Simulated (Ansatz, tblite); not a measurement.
# HfCl4: charged states by level of theory

Aim: the energy of removing and adding an electron for HfCl4, by energy differences, and how well orbital energies stand in for it.

The runs use Ansatz 0.2.0, Gaussian basis; as each input shows.

Levels to be run: charge +1 doublet, at the geometry of the singlet (PBE0-D4/def2-TZVP, PBE-D4/def2-TZVP, r2SCAN-D4/def2-TZVP); charge -1 doublet, at the geometry of the singlet (PBE0-D4/def2-TZVPD, PBE-D4/def2-TZVPD, r2SCAN-D4/def2-TZVPD); the starting singlet's energies come from earlier runs.

## (1) The relaxed structure

The geometry is that of the singlet, from an earlier relaxation (PBE-D4/def2-SVP).

5 atoms, charge 0, spin multiplicity 1.

Atoms are counted from 1 here; the program's logs count them from 0.

Bond lengths: Hf1–Cl2 2.337 Å, Hf1–Cl3 2.337 Å, Hf1–Cl4 2.337 Å, Hf1–Cl5 2.337 Å. Angles: Cl2–Hf1–Cl3 109.5°, Cl2–Hf1–Cl4 109.5°, Cl2–Hf1–Cl5 109.5°, Cl3–Hf1–Cl4 109.5°, Cl3–Hf1–Cl5 109.5°, Cl4–Hf1–Cl5 109.5°.

Formally the metal is d0. Hf takes a core potential in the def2 sets. No spin-orbit coupling is included.

## (2) Charge +1 doublet at the fixed geometry, first pass, PBE0-D4/def2-SVP

The input, in.yaml:

```yaml
crystal:
  periodic: [false, false, false]
  atoms:
    - {symbol: Hf, position_ang: [0.000018, 0.000044, -0.000060]}
    - {symbol: Cl, position_ang: [0.009719, -0.015871, 2.336838]}
    - {symbol: Cl, position_ang: [2.200147, 0.009637, -0.788090]}
    - {symbol: Cl, position_ang: [-1.108747, 1.911226, -0.761439]}
    - {symbol: Cl, position_ang: [-1.101128, -1.905037, -0.787250]}
basis:
  gaussian: {orbitals: def2-SVP}
total_charge: 1
magnetization: {spin_polarized: true, initial_magnetization: 1}
hamiltonian: {xc: pbe0, dispersion: d4}
output: {orbitals: {seedname: orbitals}}
```

Command:

```bash
$ ansatz run in.yaml --threads 2 --pin off --events-out ev --progress --plain --max-ram 4352MiB
```

Output:

```text
Functional definition: PBE0
  name "PBE0"
  cite "Adamo & Barone, J. Chem. Phys. 110, 6158 (1999) doi:10.1063/1.478522"
  cite "Perdew, Burke & Ernzerhof, Phys. Rev. Lett. 77, 3865 (1996) doi:10.1103/PhysRevLett.77.3865"
  parent pbe
  parameter a = 0.25
  parameter kappa = 0.804
  parameter beta = 0.06672455060314922
  exchange = (1 - a)*pbe_x(kappa = kappa, mu = beta*pi^2/3) + a*exact_x
  correlation = pbe_c(beta = beta)
956 factors; integrals over basis functions are off by at most 9.5e-4 eV
mean field evaluation 1: about -51360.3514 eV, gradient 1.8e1 eV
mean field evaluation 2: about -51355.6729 eV, gradient 3.4e1 eV
mean field evaluation 4: about -51361.9150 eV, gradient 4.0e0 eV
mean field evaluation 8: about -51362.1266 eV, gradient 2.2e-1 eV
mean field evaluation 16: about -51362.1271 eV, gradient 4.8e-3 eV
mean field evaluation 32: about -51362.1509 eV, gradient 1.9e-5 eV
mean field evaluation 64: about -51362.1084 eV, gradient 2.1e0 eV
mean field evaluation 96: about -51362.1509 eV, gradient 3.5e-3 eV
mean field -51362.15088689 eV, -1887.5242305769 hartree, gradient 3.0e-6 eV, S^2 0.759896; 10 other end points of the search recorded, 0 dependent functions left out
reference -51362.15094109 eV, -1887.5242325687 hartree; 40, 39 occupied and 64, 65 virtual orbitals, 956 factors
Total energy: -51362.31629165 eV, -1887.5303090899 hartree
```

Run time: 39 s. Hardware: 2 threads of Arm Neoverse V2, shared host.

Report: HOMO -14.78 eV, LUMO -13.54 eV (over both spins); ⟨S²⟩ 0.760 (pure: 0.75).

## (3) Charge +1 doublet at the fixed geometry, PBE0-D4/def2-TZVP

start.molden holds the orbitals of an earlier run on this state, given as this run's starting guess.

in.yaml: that of step 2 with these lines changed.

```diff
@@ -9,3 +9,3 @@
 basis:
-  gaussian: {orbitals: def2-SVP}
+  gaussian: {orbitals: def2-TZVP, initial_orbitals: start.molden}
 total_charge: 1
@@ -13,2 +13,3 @@
 hamiltonian: {xc: pbe0, dispersion: d4}
+scf: {omitted_lower_state_checks: [starts]}
 output: {orbitals: {seedname: orbitals}}
```

The command is unchanged.

Output:

```text
Functional definition: PBE0
  name "PBE0"
  cite "Adamo & Barone, J. Chem. Phys. 110, 6158 (1999) doi:10.1063/1.478522"
  cite "Perdew, Burke & Ernzerhof, Phys. Rev. Lett. 77, 3865 (1996) doi:10.1103/PhysRevLett.77.3865"
  parent pbe
  parameter a = 0.25
  parameter kappa = 0.804
  parameter beta = 0.06672455060314922
  exchange = (1 - a)*pbe_x(kappa = kappa, mu = beta*pi^2/3) + a*exact_x
  correlation = pbe_c(beta = beta)
these checks for a lower state are left out or cut short: starts
1465 factors; their error is unknown
mean field evaluation 1: about -51376.5278 eV, gradient 1.4e2 eV
mean field evaluation 2: about -51379.4397 eV, gradient 3.9e0 eV
mean field evaluation 4: about -51379.6747 eV, gradient 1.3e-1 eV
mean field evaluation 8: about -51379.6748 eV, gradient 1.1e-5 eV
mean field -51379.67479786 eV, -1888.1682224270 hartree, gradient 3.2e-6 eV, S^2 0.761408; 0 other end points of the search recorded, 0 dependent functions left out
reference -51379.67483185 eV, -1888.1682236761 hartree; 40, 39 occupied and 148, 149 virtual orbitals, 1465 factors
Total energy: -51379.84018241 eV, -1888.1743001972 hartree
Checks for a lower state left out: starts
```

Run time: 34 s. Hardware: 2 threads of Arm Neoverse V2, shared host; peak memory 1.2 GiB.

From the report: HOMO -14.59 eV, LUMO -13.33 eV (over both spins); ⟨S²⟩ 0.761 (pure: 0.75).

## (4) Charge +1 doublet at the fixed geometry, PBE-D4/def2-TZVP

in.yaml: that of step 3 with these lines changed.

```diff
@@ -12,3 +12,3 @@
 magnetization: {spin_polarized: true, initial_magnetization: 1}
-hamiltonian: {xc: pbe0, dispersion: d4}
+hamiltonian: {xc: pbe, dispersion: d4}
 scf: {omitted_lower_state_checks: [starts]}
```

Launched as before.

Output:

```text
Functional definition: PBE
  name "PBE"
  cite "Perdew, Burke & Ernzerhof, Phys. Rev. Lett. 77, 3865 (1996) doi:10.1103/PhysRevLett.77.3865"
  parent pbe
  parameter kappa = 0.804
  parameter beta = 0.06672455060314922
  exchange = pbe_x(kappa = kappa, mu = beta*pi^2/3)
  correlation = pbe_c(beta = beta)
these checks for a lower state are left out or cut short: starts
1369 factors; their error is unknown
mean field evaluation 1: about -51377.1220 eV, gradient 1.2e1 eV
mean field evaluation 2: about -51377.2691 eV, gradient 2.2e-1 eV
mean field evaluation 4: about -51377.2624 eV, gradient 1.5e-3 eV
mean field evaluation 8: about -51377.2624 eV, gradient 2.6e-5 eV
mean field evaluation 16: about -51377.2624 eV, gradient 2.6e-6 eV
mean field -51377.26235020 eV, -1888.0795666106 hartree, gradient 2.6e-6 eV, S^2 0.753077; 0 other end points of the search recorded, 0 dependent functions left out
reference -51377.26239513 eV, -1888.0795682619 hartree; 40, 39 occupied and 148, 149 virtual orbitals, 1369 factors
Total energy: -51377.44743727 eV, -1888.0863684349 hartree
Checks for a lower state left out: starts
```

Run time: 21 s. Hardware: 2 threads of Arm Neoverse V2, shared host.

Report: HOMO -13.44 eV, LUMO -13.42 eV (over both spins); ⟨S²⟩ 0.753 (pure: 0.75).

## (5) Charge +1 doublet at the fixed geometry, r2SCAN-D4/def2-TZVP

in.yaml: that of step 4 with these lines changed.

```diff
@@ -12,3 +12,3 @@
 magnetization: {spin_polarized: true, initial_magnetization: 1}
-hamiltonian: {xc: pbe, dispersion: d4}
+hamiltonian: {xc: r2scan, dispersion: d4}
 scf: {omitted_lower_state_checks: [starts]}
```

Same command.

Output:

```text
Functional definition: r2SCAN
  name "r2SCAN"
  cite "Furness, Kaplan, Ning, Perdew & Sun, J. Phys. Chem. Lett. 11, 8208 (2020) doi:10.1021/acs.jpclett.0c02405"
  cite "Furness, Kaplan, Ning, Perdew & Sun, J. Phys. Chem. Lett. 11, 9248 (2020) doi:10.1021/acs.jpclett.0c03077"
  parent r2scan
  parameter k0 = 0.174
  parameter k1 = 0.065
  parameter a1 = 4.9479
  exchange = r2scan_x(k0 = k0, k1 = k1, a1 = a1)
  correlation = r2scan_c
these checks for a lower state are left out or cut short: starts
1369 factors; their error is unknown
mean field evaluation 1: about -51394.2920 eV, gradient 8.5e0 eV
mean field evaluation 2: about -51394.3450 eV, gradient 1.1e-1 eV
mean field evaluation 4: about -51394.3355 eV, gradient 5.0e-4 eV
mean field evaluation 8: about -51394.3355 eV, gradient 2.2e-5 eV
mean field evaluation 16: about -51394.3355 eV, gradient 2.0e-6 eV
mean field -51394.33551484 eV, -1888.7069938386 hartree, gradient 2.7e-6 eV, S^2 0.755692; 0 other end points of the search recorded, 0 dependent functions left out
reference -51394.33552861 eV, -1888.7069943445 hartree; 40, 39 occupied and 148, 149 virtual orbitals, 1369 factors
Total energy: -51394.38056105 eV, -1888.7086492562 hartree
Checks for a lower state left out: starts
```

Wall time 55 s (2 threads of Arm Neoverse V2, shared host); peak memory 0.61 GiB.

Report: HOMO -13.79 eV, LUMO -13.69 eV (over both spins); ⟨S²⟩ 0.756 (pure: 0.75).

## (6) Vertical ionisation energy

Charged state less starting state, singlet to doublet; the starting state's energies are those of its earlier runs.

```
              level  vertical ionisation energy (eV)  time
   PBE-D4/def2-TZVP                           +10.88  24 s
r2SCAN-D4/def2-TZVP                           +11.21  64 s
  PBE0-D4/def2-TZVP                           +11.53  42 s
```

Times add the two runs; a level without a time comes out of a correlated run.

Beside −ε(HOMO) of the starting state:

| level | −ε(HOMO) (eV) | by difference (eV) | mismatch (eV) |
| --- | --- | --- | --- |
| PBE-D4/def2-TZVP | 8.32 | 10.88 | -2.56 |
| r2SCAN-D4/def2-TZVP | 8.72 | 11.21 | -2.49 |
| PBE0-D4/def2-TZVP | 9.72 | 11.53 | -1.81 |

## (7) Charge -1 doublet at the fixed geometry, first pass, PBE0-D4/def2-SVP

in.yaml: that of step 5 with these lines changed.

```diff
@@ -9,7 +9,6 @@
 basis:
-  gaussian: {orbitals: def2-TZVP, initial_orbitals: start.molden}
-total_charge: 1
+  gaussian: {orbitals: def2-SVP}
+total_charge: -1
 magnetization: {spin_polarized: true, initial_magnetization: 1}
-hamiltonian: {xc: r2scan, dispersion: d4}
-scf: {omitted_lower_state_checks: [starts]}
+hamiltonian: {xc: pbe0, dispersion: d4}
 output: {orbitals: {seedname: orbitals}}
```

Launched as before.

Output:

```text
Functional definition: PBE0
  name "PBE0"
  cite "Adamo & Barone, J. Chem. Phys. 110, 6158 (1999) doi:10.1063/1.478522"
  cite "Perdew, Burke & Ernzerhof, Phys. Rev. Lett. 77, 3865 (1996) doi:10.1103/PhysRevLett.77.3865"
  parent pbe
  parameter a = 0.25
  parameter kappa = 0.804
  parameter beta = 0.06672455060314922
  exchange = (1 - a)*pbe_x(kappa = kappa, mu = beta*pi^2/3) + a*exact_x
  correlation = pbe_c(beta = beta)
956 factors; integrals over basis functions are off by at most 9.5e-4 eV
mean field evaluation 1: about -51373.9008 eV, gradient 4.8e0 eV
mean field evaluation 2: about -51374.0112 eV, gradient 3.7e0 eV
mean field evaluation 4: about -51374.0834 eV, gradient 4.4e-1 eV
mean field evaluation 8: about -51374.1965 eV, gradient 2.8e-2 eV
mean field evaluation 16: about -51374.1965 eV, gradient 3.3e-3 eV
mean field evaluation 32: about -51374.1965 eV, gradient 1.4e-5 eV
mean field evaluation 64: about -51374.1965 eV, gradient 2.8e-6 eV
mean field -51374.19651477 eV, -1887.9668992367 hartree, gradient 9.0e-6 eV, S^2 0.752210; 6 other end points of the search recorded, 0 dependent functions left out
reference -51374.19656918 eV, -1887.9669012361 hartree; 41, 40 occupied and 63, 64 virtual orbitals, 956 factors
Total energy: -51374.38377668 eV, -1887.9737809848 hartree
```

Wall time 39 s (2 threads of Arm Neoverse V2, shared host).

Report: HOMO 1.59 eV, LUMO 3.94 eV (over both spins); ⟨S²⟩ 0.752 (pure: 0.75). Doubts: highest occupied level lies above zero.

## (8) Charge -1 doublet at the fixed geometry, PBE0-D4/def2-TZVPD

in.yaml: that of step 7 with these lines changed.

```diff
@@ -9,3 +9,3 @@
 basis:
-  gaussian: {orbitals: def2-SVP}
+  gaussian: {orbitals: def2-TZVPD, initial_orbitals: start.molden}
 total_charge: -1
@@ -13,2 +13,3 @@
 hamiltonian: {xc: pbe0, dispersion: d4}
+scf: {omitted_lower_state_checks: [starts]}
 output: {orbitals: {seedname: orbitals}}
```

The command is unchanged.

Output:

```text
Functional definition: PBE0
  name "PBE0"
  cite "Adamo & Barone, J. Chem. Phys. 110, 6158 (1999) doi:10.1063/1.478522"
  cite "Perdew, Burke & Ernzerhof, Phys. Rev. Lett. 77, 3865 (1996) doi:10.1103/PhysRevLett.77.3865"
  parent pbe
  parameter a = 0.25
  parameter kappa = 0.804
  parameter beta = 0.06672455060314922
  exchange = (1 - a)*pbe_x(kappa = kappa, mu = beta*pi^2/3) + a*exact_x
  correlation = pbe_c(beta = beta)
these checks for a lower state are left out or cut short: starts
1671 factors; their error is unknown
mean field evaluation 1: about -51387.7260 eV, gradient 1.4e2 eV
mean field evaluation 2: about -51391.3723 eV, gradient 5.4e0 eV
mean field evaluation 4: about -51391.7744 eV, gradient 1.8e-2 eV
mean field evaluation 8: about -51391.8968 eV, gradient 2.3e-5 eV
mean field -51391.89680309 eV, -1888.6173728350 hartree, gradient 6.8e-6 eV, S^2 0.752495; 0 other end points of the search recorded, 0 dependent functions left out
reference -51391.89685316 eV, -1888.6173746748 hartree; 41, 40 occupied and 186, 187 virtual orbitals, 1671 factors
Total energy: -51392.08406066 eV, -1888.6242544235 hartree
Checks for a lower state left out: starts
```

Run time: 46 s. Hardware: 2 threads of Arm Neoverse V2, shared host; peak memory 1.6 GiB.

HOMO 1.08 eV, LUMO 2.99 eV (over both spins); ⟨S²⟩ 0.752 (pure: 0.75). Doubts: highest occupied level lies above zero.

## (9) Charge -1 doublet at the fixed geometry, PBE-D4/def2-TZVPD

in.yaml: that of step 8 with these lines changed.

```diff
@@ -12,3 +12,3 @@
 magnetization: {spin_polarized: true, initial_magnetization: 1}
-hamiltonian: {xc: pbe0, dispersion: d4}
+hamiltonian: {xc: pbe, dispersion: d4}
 scf: {omitted_lower_state_checks: [starts]}
```

Launched as before.

Output:

```text
Functional definition: PBE
  name "PBE"
  cite "Perdew, Burke & Ernzerhof, Phys. Rev. Lett. 77, 3865 (1996) doi:10.1103/PhysRevLett.77.3865"
  parent pbe
  parameter kappa = 0.804
  parameter beta = 0.06672455060314922
  exchange = pbe_x(kappa = kappa, mu = beta*pi^2/3)
  correlation = pbe_c(beta = beta)
these checks for a lower state are left out or cut short: starts
1487 factors; their error is unknown
mean field evaluation 1: about -51388.5265 eV, gradient 1.2e1 eV
mean field evaluation 2: about -51388.6734 eV, gradient 2.5e-1 eV
mean field evaluation 4: about -51388.6578 eV, gradient 5.9e-2 eV
mean field evaluation 8: about -51388.6578 eV, gradient 2.6e-5 eV
mean field -51388.65777708 eV, -1888.4983408243 hartree, gradient 9.9e-6 eV, S^2 0.752243; 0 other end points of the search recorded, 0 dependent functions left out
reference -51388.65783873 eV, -1888.4983430900 hartree; 41, 40 occupied and 186, 187 virtual orbitals, 1487 factors
Total energy: -51388.86734024 eV, -1888.5060421286 hartree
Checks for a lower state left out: starts
```

Wall time 25 s (2 threads of Arm Neoverse V2, shared host); peak memory 0.77 GiB.

HOMO 2.18 eV, LUMO 2.31 eV (over both spins); ⟨S²⟩ 0.752 (pure: 0.75). Doubts: highest occupied level lies above zero.

## (10) Charge -1 doublet at the fixed geometry, r2SCAN-D4/def2-TZVPD

in.yaml: that of step 9 with these lines changed.

```diff
@@ -12,3 +12,3 @@
 magnetization: {spin_polarized: true, initial_magnetization: 1}
-hamiltonian: {xc: pbe, dispersion: d4}
+hamiltonian: {xc: r2scan, dispersion: d4}
 scf: {omitted_lower_state_checks: [starts]}
```

Launched as before.

Output:

```text
Functional definition: r2SCAN
  name "r2SCAN"
  cite "Furness, Kaplan, Ning, Perdew & Sun, J. Phys. Chem. Lett. 11, 8208 (2020) doi:10.1021/acs.jpclett.0c02405"
  cite "Furness, Kaplan, Ning, Perdew & Sun, J. Phys. Chem. Lett. 11, 9248 (2020) doi:10.1021/acs.jpclett.0c03077"
  parent r2scan
  parameter k0 = 0.174
  parameter k1 = 0.065
  parameter a1 = 4.9479
  exchange = r2scan_x(k0 = k0, k1 = k1, a1 = a1)
  correlation = r2scan_c
these checks for a lower state are left out or cut short: starts
1487 factors; their error is unknown
mean field evaluation 1: about -51406.0764 eV, gradient 8.5e0 eV
mean field evaluation 2: about -51406.1221 eV, gradient 9.1e-2 eV
mean field evaluation 4: about -51406.1007 eV, gradient 3.0e-4 eV
mean field evaluation 8: about -51406.1007 eV, gradient 2.6e-5 eV
mean field -51406.10074006 eV, -1889.1393578908 hartree, gradient 6.6e-6 eV, S^2 0.753634; 0 other end points of the search recorded, 0 dependent functions left out
reference -51406.10078914 eV, -1889.1393596942 hartree; 41, 40 occupied and 186, 187 virtual orbitals, 1487 factors
Total energy: -51406.15178885 eV, -1889.1412338992 hartree
Checks for a lower state left out: starts
```

Wall time 63 s (2 threads of Arm Neoverse V2, shared host); peak memory 0.86 GiB.

Report: HOMO 1.98 eV, LUMO 2.53 eV (over both spins); ⟨S²⟩ 0.754 (pure: 0.75). Doubts: highest occupied level lies above zero.

## (11) Vertical electron affinity

Starting state less charged state (positive: the electron is bound), singlet to doublet; the starting state's energies are those of its earlier runs.

```csv
level,vertical electron affinity (eV),time
PBE-D4/def2-TZVPD,+0.49,31 s
r2SCAN-D4/def2-TZVPD,+0.51,76 s
PBE0-D4/def2-TZVPD,+0.66,55 s
```

Times add the two runs; a level without a time comes out of a correlated run.

Beside −ε(LUMO) of the starting state:

| level | −ε(LUMO) (eV) | by difference (eV) | mismatch (eV) |
| --- | --- | --- | --- |
| PBE-D4/def2-TZVPD | 3.12 | 0.49 | +2.63 |
| r2SCAN-D4/def2-TZVPD | 2.95 | 0.51 | +2.43 |
| PBE0-D4/def2-TZVPD | 2.32 | 0.66 | +1.66 |

## (12) Outcome

```
                                             quantity                                 value
 vertical ionisation energy, functionals in def2-TZVP  10.88 (PBE-D4) to 11.53 eV (PBE0-D4)
vertical electron affinity, functionals in def2-TZVPD    0.49 (PBE-D4) to 0.66 eV (PBE0-D4)
```

In words: The vertical ionisation energy spans 10.88 to 11.53 eV over the functionals. −ε(HOMO) misses the level's own difference by -1.81 eV at best (PBE0-D4) and -2.56 eV at worst (PBE-D4). The vertical electron affinity spans 0.49 to 0.66 eV over the functionals. The anion's highest level lies above zero where self-interaction lifts it, so diffuse functions weigh on these values. −ε(LUMO) misses the level's own difference by +1.66 eV at best (PBE0-D4) and +2.63 eV at worst (PBE-D4). The charged states' spins were chosen beforehand and needn't be their lowest.
